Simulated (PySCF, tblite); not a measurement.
# C3H7ClO2Si2: geometry, infrared bands and NMR shifts

Wanted: the infrared bands and NMR shifts of C3H7ClO2Si2 (`C=C1O[SiH2]O[Si@@]1(C)Cl`), by calculation.

Computed with tblite 0.8.0 and PySCF 2.14.0, with density-fitted response routines of our own, on a single molecule in the gas phase. Atoms count from 0, in the outputs and in this text.

### Step 1. The molecule as given

15 atoms, charge 0, multiplicity 1; geometry from: force field or distance geometry start.

Bonds of the start (Å): C0–C1 1.33, C1–O2 1.37, O2–Si3 1.74, Si3–O4 1.74, O4–Si5 1.75, Si5–C6 1.85, Si5–Cl7 2.08, Si5–C1 1.85, C0–H8 1.07, C0–H9 1.07, Si3–H10 1.47, Si3–H11 1.45, C6–H12 1.09, C6–H13 1.12, C6–H14 1.13.

### Step 2. Relaxing the molecule with GFN2-xTB

Job settings and geometry (Å):

```
{"job": {"kind": "relax", "xc": "GFN2-xTB", "basis": "xTB"}, "charge": 0, "multiplicity": 1}
C      1.960700    -1.080800    -1.116100
C      0.833100    -0.869100    -0.442100
O     -0.198000    -1.725700    -0.159700
Si    -1.200800    -1.130400     1.137400
O     -0.233000     0.123400     1.847000
Si     0.437200     0.748700     0.361100
C     -0.950800     1.649700    -0.466600
Cl     2.118800     1.916900     0.704200
H      2.167800    -2.029800    -1.568200
H      2.664500    -0.276000    -1.216500
H     -1.377500    -2.238300     2.082500
H     -2.448800    -0.624800     0.602200
H     -0.782300     1.758700    -1.540600
H     -1.044800     2.636200     0.051700
H     -1.950500     1.149100    -0.298000
```

Launch:

```
OMP_NUM_THREADS=1 python probes_run.py task.json out
```

This one command runs all jobs of the session in turn.

**Question.** This job is followed by: GFN2-xTB harmonic vibrations, gas phase; GIAO PBE0/pcSseg-1 NMR shielding, non-relativistic, gas phase. Predict these results of the whole session: strongest single infrared mode (GFN2-xTB); zero-point energy (GFN2-xTB); ¹³C shifts against TMS (PBE0/pcSseg-1); ¹H shifts against TMS (PBE0/pcSseg-1, means over atoms taken as alike); ¹⁷O shifts against H2O (PBE0/pcSseg-1); ²⁹Si shifts against TMS (PBE0/pcSseg-1); ³⁵Cl shifts against HCl (PBE0/pcSseg-1).

The runs gave:

| quantity | value |
| --- | --- |
| strongest single infrared mode (GFN2-xTB) | 2374 cm⁻¹, 394 km/mol |
| zero-point energy (GFN2-xTB) | 60.6 kcal/mol |
| ¹³C shifts against TMS (PBE0/pcSseg-1) | 166.4, 110.9, 4.1 ppm |
| ¹H shifts against TMS (PBE0/pcSseg-1, means over atoms taken as alike) | 5.68, 5.18, 5.08, 4.88, 0.51 ppm |
| ¹⁷O shifts against H2O (PBE0/pcSseg-1) | 145.4, 93.9 ppm |
| ²⁹Si shifts against TMS (PBE0/pcSseg-1) | -2.3, -14.6 ppm |
| ³⁵Cl shifts against HCl (PBE0/pcSseg-1) | 61 ppm |

What this shows: The optimisation took 124 steps and gained 1.185 eV; among the close pairs (by a distance rule), O4–Si5 changed most, from 1.746 to 1.634 Å. No mode is imaginary among the 39: a minimum at this level. The strongest single mode, at 2374 cm⁻¹, moves mainly H11 and H10. Unscaled tight-binding wavenumbers are off by several per cent, some by more. Its intensities can rank the bands wrongly. C1 (alkene carbon bearing oxygen) lies farthest downfield among carbon, at 166.4 ppm; an sp2 carbon further deshielded by the attached heteroatom. At PBE0/pcSseg-1: The widest tensor belongs to Cl7: span 220 ppm, with a paramagnetic part of -260 ppm.
